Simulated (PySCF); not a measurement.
# SrSe: basis, grid and Hamiltonian

Aim: see how much the energy and properties of SrSe depend on the numerical set-up.

Computed with PySCF 2.14.0. Level: method and basis as typed in the scripts.

8 further runs of the same task are left out: 1 for a known fault of the program, 7 that didn't finish.

### Step 1. Where the work starts

SrSe: 2 atoms, charge 0, spin multiplicity 1.

Bond lengths: Sr1–Se2 2.627 Å.

### Step 2. Base script

Input file input.py:

```python
from pyscf import gto, scf, mp

mol = gto.M(
    atom='Sr 0 0 0; Se 0 0 2.627',
    basis='crenbl',
    ecp={'Sr': 'crenbl', 'Se': 'crenbl'},
    charge=0,
    spin=0,
    symmetry=True,
    verbose=3,
)
mf = scf.RHF(mol)
mf.kernel()
mp.MP2(mf).kernel()
mf.dip_moment()
print('orbital energies (hartree):', mf.mo_energy[..., max(0, mol.nelec[1]-3):mol.nelec[0]+3].round(4))
```

Launch:

```sh
$ python input.py
```

The log of this run is left out.

Base result: E(SCF) = -161.665685 Eh, E(MP2) − E(SCF) = -0.35615 Eh, μ = 12.82 D (of the SCF density).

The bond length is a typed value, not an optimised one.

### Step 3. Ano-rcc-vdzp (core potential off, X2C on)

Run 1 changes basis set: crenbl → ano-rcc-vdzp; core potential: on → off; spin-free X2C: off → on. The core potential changes with it: totals don't compare.

Input file input.py:

```python
from pyscf import gto, scf, mp

mol = gto.M(
    atom='Sr 0 0 0; Se 0 0 2.627',
    basis='ano-rcc-vdzp',
    charge=0,
    spin=0,
    symmetry=True,
    verbose=3,
)
mf = scf.RHF(mol)
mf = mf.sfx2c1e()
mf.kernel()
mp.MP2(mf).kernel()
mf.dip_moment()
print('orbital energies (hartree):', mf.mo_energy[..., max(0, mol.nelec[1]-3):mol.nelec[0]+3].round(4))
```

Launch:

```sh
$ python input.py
```

### Step 4. Sbkjc

Run 2 changes basis set: crenbl → sbkjc. The core potential changes with it: totals don't compare.

Edit input.py of step 2 so:

```diff
@@ -4,4 +4,4 @@
     atom='Sr 0 0 0; Se 0 0 2.627',
-    basis='crenbl',
-    ecp={'Sr': 'crenbl', 'Se': 'crenbl'},
+    basis='sbkjc',
+    ecp={'Sr': 'sbkjc', 'Se': 'sbkjc'},
     charge=0,
```

### Step 5. Cartesian functions on

Run 3 changes Cartesian functions: off → on.

Edit input.py of step 2 so:

```diff
@@ -9,2 +9,3 @@
     symmetry=True,
+    cart=True,
     verbose=3,
```

### Step 6. Core potential off

Run 4 changes core potential: on → off. The core potential changes with it: totals don't compare.

Edit input.py of step 2 so:

```diff
@@ -5,3 +5,2 @@
     basis='crenbl',
-    ecp={'Sr': 'crenbl', 'Se': 'crenbl'},
     charge=0,
```

What does the calculation give? Wanted: for each run, E(SCF); from base; gap; SCF dipole; after the SCF.

The runs gave:

| run | E(SCF) (hartree) | from base (eV) | gap (eV) | SCF dipole (D) | functions | after the SCF |
| --- | --- | --- | --- | --- | --- | --- |
| base | -161.665685 | 0 | n/a | 12.82 | 52 | MP2 correlation -9.691 eV |
| ano-rcc-vdzp (core potential off, X2C on) | -5605.369993 | not comparable | 5.27 | 14.75 | 58 | MP2 correlation -8.590 eV |
| sbkjc | -9.672982 | not comparable | n/a | 13.78 | 16 | MP2 correlation -1.449 eV |
| Cartesian functions on | -161.667171 | -0.0405 | n/a | 12.81 | n/a | MP2 correlation -9.856 eV |
| core potential off (poor choice) | -1651.371451 | not comparable | 3.89 | 9.00 | 52 | MP2 correlation -11.811 eV |

What this shows: The dearest run is “ano-rcc-vdzp (core potential off, X2C on)”, at 7.4 s against 1.1 s. Rows marked «poor choice» come from settings spoiled on purpose.
